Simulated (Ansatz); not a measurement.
What does this script print? It uses Ansatz 0.2.0 through its Python package.

Script `basis.py`:
```python
"""How the energy of CH5ClSn converges with the basis."""

import warnings

import ansatz as az
from ase import Atoms

FUNCTIONAL = "b3lyp"
VDW = "d4"


def main() -> None:
    warnings.simplefilter("ignore", az.DeckWarning)

    atoms = Atoms(["Cl", "C", "Sn", "H", "H", "H", "H", "H"], positions=[
        (-2.2537, 0.1452, -0.4202),
        (-0.5982, 0.2932, -0.9157),
        (0.6167, -0.256, 0.7264),
        (-0.2862, 1.3468, -1.2251),
        (-0.4046, -0.3991, -1.7823),
        (0.3475, 0.8449, 2.0778),
        (2.3576, -0.1509, 0.2681),
        (0.313, -1.8812, 1.2152),
    ])
    system = az.Crystal.molecule_from_ase(atoms)

    job = system.calculation().functional(FUNCTIONAL, dispersion=VDW)

    energies = {}
    for basis in ["def2-SVP", "def2-SVPD", "def2-TZVP", "def2-TZVPP"]:
        summary = job.basis(gaussian=basis).run(threads=1).report
        size = summary["n_frozen"] + summary["n_occupied"][0] + summary["n_virtual"][0]
        energies[basis] = (summary["reference_energy_ev"] / 27.211386246, summary["free_energy_ev"] / 27.211386246)
        print(f"{basis:14s} {size:4d} orbitals  reference {energies[basis][0]:14.6f} Ha  total {energies[basis][1]:14.6f} Ha")

    last = energies["def2-TZVPP"][1]
    for basis, (_, total) in energies.items():
        print(f"{basis:14s} lies {27.211386 * (total - last):9.4f} eV above def2-TZVPP")


if __name__ == "__main__":
    main()
```

Running `python basis.py` prints:
```text
def2-SVP         83 orbitals  reference    -715.474011 Ha  total    -715.483818 Ha
def2-SVPD       119 orbitals  reference    -715.486673 Ha  total    -715.496480 Ha
def2-TZVP       148 orbitals  reference    -715.693378 Ha  total    -715.703185 Ha
def2-TZVPP      193 orbitals  reference    -715.694699 Ha  total    -715.704506 Ha
def2-SVP       lies    6.0052 eV above def2-TZVPP
def2-SVPD      lies    5.6607 eV above def2-TZVPP
def2-TZVP      lies    0.0359 eV above def2-TZVPP
def2-TZVPP     lies    0.0000 eV above def2-TZVPP
```

Against def2-SVP: def2-SVPD -12.7 mHa, def2-TZVP -219.4 mHa and def2-TZVPP -220.7 mHa. The last step alone is -1.32 mHa (these two sets differ little on atoms other than hydrogen). From the first set to the last the time grows from 3.0 to 6.6 s.

Reading the output:
- The drop along the ladder measures the basis error, and is no property of the molecule.
- The geometry is a force-field or estimated start, not a minimum of this method, and the last set is no limit. Much of the fall in a total is atomic energy, which cancels in bond and reaction energies.
- def2 sets replace the cores of elements past krypton by effective core potentials.
- Total less reference energy is the dispersion correction.
- b3lyp holds the VWN-RPA fit, as in Gaussian; the form of ORCA and Turbomole is b3lyp5.
- Run time: 20 s on 1 thread of Arm Neoverse V1, with other jobs on the host, peak memory 0.4 GiB.
